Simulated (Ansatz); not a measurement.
**Sc3Cr: magnetic order and moments**

An exercise on one series of results from a longer session: the logs are not shown, and one member is left open.

Program: Ansatz 0.2.0. Level of theory: DFT PBE, scalar-relativistic, plane waves, PAW. These are calculated values, not measurements.

## The starting structure

The structure is cubic, space group Fm-3m (No. 225). Conventional cell: a = 7.027 Å, b = 7.027 Å, c = 7.027 Å, α = 90.00°, β = 90.00°, γ = 90.00°. Sc (site symmetry -43m) is surrounded by 4 Sc at 3.04 Å and 4 Cr at 3.04 Å. Sc (site symmetry m-3m) has 8 Sc at 3.04 Å as nearest neighbours. Around Cr (site symmetry m-3m) lie 8 Sc at 3.04 Å.

As a file:

```xyz
4
Lattice="0.0000 3.5133 3.5133 3.5133 0.0000 3.5133 3.5133 3.5133 0.0000" Properties=species:S:1:pos:R:3 pbc="T T T"
Sc    1.7566    1.7566    1.7566
Sc    5.2699    5.2699    5.2699
Sc    3.5133    3.5133    3.5133
Cr    0.0000    0.0000    0.0000
```

The structure is invented: a known structure type filled with these elements, not a reported compound.

The first run:

(A quick probe on a coarse mesh, which set the mesh and smearing, is not shown.)

Contents of input.yaml:

```yaml
crystal:
  lattice:
    - [0.0, 3.5132829165, 3.5132829165]
    - [3.5132829165, 0.0, 3.5132829165]
    - [3.5132829165, 3.5132829165, 0.0]
  atoms:
    - { symbol: Sc, position: [0.25, 0.25, 0.25], spin: -0.15 }
    - { symbol: Sc, position: [0.75, 0.75, 0.75], spin: -0.15 }
    - { symbol: Sc, position: [0.5, 0.5, 0.5], spin: -0.42 }
    - { symbol: Cr, position: [0.0, 0.0, 0.0], spin: 3.63 }
basis:
  ecutwfc: 420
kpoints:
  mp_grid: { grid: [10, 10, 10] }
hamiltonian:
  xc: pbe
scf:
  occupations: { method: gaussian, width: 0.1 }
output:
  forces: true
  stress: true
  eigenvalues: true
  populations: true
magnetization:
  spin_polarized: true
relax:
  adjacent_minimum: "off"
  f_tol: 0.01
  max_steps: 80
  cell: { stress_tol: 0.05 }
```

Run with:

```sh
> ansatz run input.yaml --threads 1 --pin off --max-ram 2560MiB --backend cpu --events-out ev --progress --plain --runs-dir out
```

Steps of the session up to this table: The relaxation; Magnetic start: no spin polarisation; Magnetic start: ferromagnetic; Magnetic start: large parallel starting moments; Magnetic start: antiferromagnetic, doubled cell, propagation vector (0, 0, 1/2); Magnetic start: antiferromagnetic, doubled cell, propagation vector (0, 1/2, 1/2); Magnetic start: small parallel starting moments.

One of the session's tables, all rows but one given; the rest of the session is left out.

It belongs to the step «The magnetic starts in order of energy». 

```
                                                            start  energy above the lowest (meV/atom)  pressure (GPa)
                                                    ferromagnetic                                0.00             0.0
                                  large parallel starting moments                                0.00             0.0
                                  small parallel starting moments                                0.00             0.0
  antiferromagnetic, doubled cell, propagation vector (0, 0, 1/2)                                   ?               ?
antiferromagnetic, doubled cell, propagation vector (0, 1/2, 1/2)                                30.3            -0.2
                                                          no spin                                 201            -4.7
```

Q: Estimate the row for antiferromagnetic, doubled cell, propagation vector (0, 0, 1/2) from the others.

**Answer.** energy above the lowest (meV/atom): 19.9; pressure (GPa): -0.1. In the column «energy above the lowest (meV/atom)» it lies between small parallel starting moments (0.00) and antiferromagnetic, doubled cell, propagation vector (0, 1/2, 1/2) (30.3).
